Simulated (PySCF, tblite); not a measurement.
# C7H15ClSi: geometry, infrared bands and NMR shifts

Wanted: the infrared bands and NMR shifts of C7H15ClSi (`C=C[SiH2][C@@](C)(Cl)C(C)C`), by calculation.

The runs use tblite 0.8.0 and PySCF 2.14.0, with density-fitted response routines of our own; the level of theory stands in each step. All values are computed, except where a source is named. Atoms are numbered from 0 throughout.

### Step 1. Starting geometry

24 atoms, charge 0, multiplicity 1; geometry from: force field or distance geometry start.

Bonds of the start (Å): C0–C1 1.34, C1–Si2 1.84, Si2–C3 1.98, C3–C4 1.55, C3–Cl5 1.82, C3–C6 1.57, C6–C7 1.54, C6–C8 1.54, C0–H9 1.09, C0–H10 1.08, C1–H11 1.08, Si2–H12 1.48, Si2–H13 1.48, C4–H14 1.09, C4–H15 1.10, C4–H16 1.10, C6–H17 1.09, C7–H18 1.09, C7–H19 1.09, C7–H20 1.10, C8–H21 1.10, C8–H22 1.09, C8–H23 1.09.

### Step 2. Optimising the geometry with GFN2-xTB

The job: settings as JSON, then the geometry in Å.

```
{"job": {"kind": "relax", "xc": "GFN2-xTB", "basis": "xTB"}, "charge": 0, "multiplicity": 1}
C      3.220300    -0.909600    -0.955500
C      2.705200    -0.277200     0.108700
Si     1.257600    -0.820400     1.107700
C     -0.278200     0.407300     0.875000
C     -1.483300    -0.087600     1.719800
Cl     0.332400     1.930500     1.673400
C     -0.634200     0.698500    -0.620900
C     -1.648200     1.838400    -0.795800
C     -1.165500    -0.537100    -1.370700
H      2.779700    -1.824700    -1.347400
H      4.080400    -0.509900    -1.468500
H      3.171500     0.626800     0.482200
H      0.824900    -2.172000     0.671400
H      1.621400    -0.912500     2.538000
H     -1.868400    -1.035500     1.346500
H     -1.219000    -0.235200     2.778700
H     -2.305400     0.637500     1.694900
H      0.279300     1.007200    -1.135700
H     -1.301000     2.779300    -0.367700
H     -1.826500     2.019600    -1.859800
H     -2.623700     1.597800    -0.342300
H     -2.124600    -0.876500    -0.957600
H     -1.335100    -0.280800    -2.413800
H     -0.471600    -1.375600    -1.353000
```

The run is started by

```
$ OMP_NUM_THREADS=1 python probes_run.py task.json out
```

The driver reads the jobs from task.json and runs them one after another.

**Question.** This job is followed by: GFN2-xTB harmonic vibrations, gas phase; GIAO PBE0/pcSseg-1 NMR shielding, non-relativistic, gas phase. Predict these results of the whole session: strongest single infrared mode (GFN2-xTB); zero-point energy (GFN2-xTB); 13C shifts against TMS (PBE0/pcSseg-1); 1H shifts against TMS (PBE0/pcSseg-1, means over atoms taken as alike); 29Si shifts against TMS (PBE0/pcSseg-1); 35Cl shifts against HCl (PBE0/pcSseg-1).

As calculated:

| quantity | value |
| --- | --- |
| strongest single infrared mode (GFN2-xTB) | 2225 cm⁻¹, 397 km/mol |
| zero-point energy (GFN2-xTB) | 123.7 kcal/mol |
| 13C shifts against TMS (PBE0/pcSseg-1) | 145.0, 140.0, 65.4, 40.4, 21.7, 21.4, 17.2 ppm |
| 1H shifts against TMS (PBE0/pcSseg-1, means over atoms taken as alike) | 6.84, 6.58, 6.33, 4.56, 4.50, 2.01, 1.48, 1.18, 0.93 ppm |
| 29Si shifts against TMS (PBE0/pcSseg-1) | -27.4 ppm |
| 35Cl shifts against HCl (PBE0/pcSseg-1) | 222 ppm |

What this shows: Over 111 steps the energy fell by 0.193 eV; of the close pairs, Si2–C3 changed most, 1.980 to 1.927 Å. No mode is imaginary among the 66: a minimum at this level. The strongest single mode, at 2225 cm⁻¹, moves mainly H12. Unscaled tight-binding wavenumbers are off by several per cent, some by more. Its intensities can rank the bands wrongly. The most deshielded carbon is C0 (terminal =CH2 carbon), at 145.0 ppm: as expected for a trigonal carbon in a double bond. The most deshielded hydrogen is H11 (hydrogen on an alkene CH), at 6.84 ppm: attached to an sp2 carbon and in the plane of the double bond. At PBE0/pcSseg-1: The largest span, 527 ppm, is at Cl5, where the paramagnetic term is -423 ppm.
